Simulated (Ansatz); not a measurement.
**Li+ with SiH4O: structure and interaction energy**

How do Li+ and SiH4O sit together, how strongly do they interact, and which methods get it right?

Method: PBE0-D4 structure, single points in def2-TZVPPD; program: Ansatz 0.2.0, Gaussian basis.

Levels: PBE-D4, revPBE-D4, BLYP-D4, r2SCAN-D4, B97M-V, PBE0-D4, B3LYP-D4, HSE06-D4, wB97X-V, wB97M-V, B2PLYP, Hartree-Fock, MP2, CCSD, CCSD(T). The reference is CCSD(T) extrapolated to the basis limit.

Correlated methods freeze the cores. The outer core shell of Li, Na, Mg and K is correlated. B3LYP uses VWN-RPA correlation. B2PLYP carries no dispersion term here.

26 further runs of the same task are left out: 1 that didn't finish, 25 set aside as unsound or not needed.

**1. The starting structure**

The pair, from a GFN2-xTB docking trial: 7 atoms, charge 1, spin multiplicity 1.

Atoms are counted from 1 here; the program's logs count them from 0.

Bond lengths: Li1–O3 1.781 Å, Si2–O3 1.726 Å, Si2–H4 1.460 Å, Si2–H5 1.463 Å, Si2–H6 1.459 Å, O3–H7 0.965 Å. Angles: O3–Si2–H4 104.8°, O3–Si2–H5 97.4°, O3–Si2–H6 104.9°, H4–Si2–H5 116.2°, H4–Si2–H6 114.2°, H5–Si2–H6 116.3°, Li1–O3–Si2 135.5°, Li1–O3–H7 117.3°, Si2–O3–H7 107.1°.

Coordinates:

```xyz
7

Li   -1.96220   -0.39670   -1.45640
Si    0.80990    0.02330    0.18020
O    -0.89490    0.01520   -0.09170
H     1.03320   -1.02450    1.17140
H     1.22170   -0.28570   -1.18900
H     1.10730    1.37040    0.65640
H    -1.31500    0.29800    0.72920
```

Atoms 1 to 1 are fragment A (Li+), the rest fragment B (SiH4O).

**2. A first relaxation in a small basis**

Input file pre/in.yaml:

```yaml
crystal:
  periodic: [false, false, false]
  atoms:
    - {symbol: Li, position_ang: [-1.962200, -0.396700, -1.456400]}
    - {symbol: Si, position_ang: [0.809900, 0.023300, 0.180200]}
    - {symbol: O, position_ang: [-0.894900, 0.015200, -0.091700]}
    - {symbol: H, position_ang: [1.033200, -1.024500, 1.171400]}
    - {symbol: H, position_ang: [1.221700, -0.285700, -1.189000]}
    - {symbol: H, position_ang: [1.107300, 1.370400, 0.656400]}
    - {symbol: H, position_ang: [-1.315000, 0.298000, 0.729200]}
basis:
  gaussian: {orbitals: def2-SVP}
total_charge: 1
hamiltonian: {xc: pbe, dispersion: d4}
relax: {f_tol: 0.03, max_steps: 250}
```

The command line of these runs was not kept.

Further steps of the session: Relaxation at PBE0-D4; CCSD(T)/def2-TZVPPD; MP2/def2-QZVPPD; Vibrations of the pair.

What does the calculation give? Wanted: interaction energy, CCSD(T)/CBS; of it Hartree-Fock; D4 term of PBE0-D4; shortest contact; lowest wavenumber.

**Answer**, as computed:

| quantity | value |
| --- | --- |
| interaction energy, CCSD(T)/CBS | -1586 meV |
| of it Hartree-Fock (basis limit) | -1674 meV |
| D4 term of PBE0-D4 | -11 meV |
| shortest contact | Li1–O3 1.82 Å |
| lowest wavenumber | 120 cm⁻¹ |

**Reading.** The pair is bound by 1586 meV at fixed fragment shapes. Hartree-Fock gives 106 % of it, so electrostatics, induction and charge transfer lead. BLYP-D4 is the best functional here (-9 meV from CCSD(T)/CBS); r2SCAN-D4 is the worst (+70 meV). By rung, the mean size of the error is: GGA 30, meta-GGA 67, hybrid 48, screened hybrid 34, range-separated hybrid 10, double hybrid 23 meV. PBE-D4 gives an interaction energy 13 meV too high, an error of 1 % of the reference. CCSD(T) moves by -48 meV from triple zeta to the limit; gaps between functionals far smaller than that don't rank them. A lower arrangement may exist.
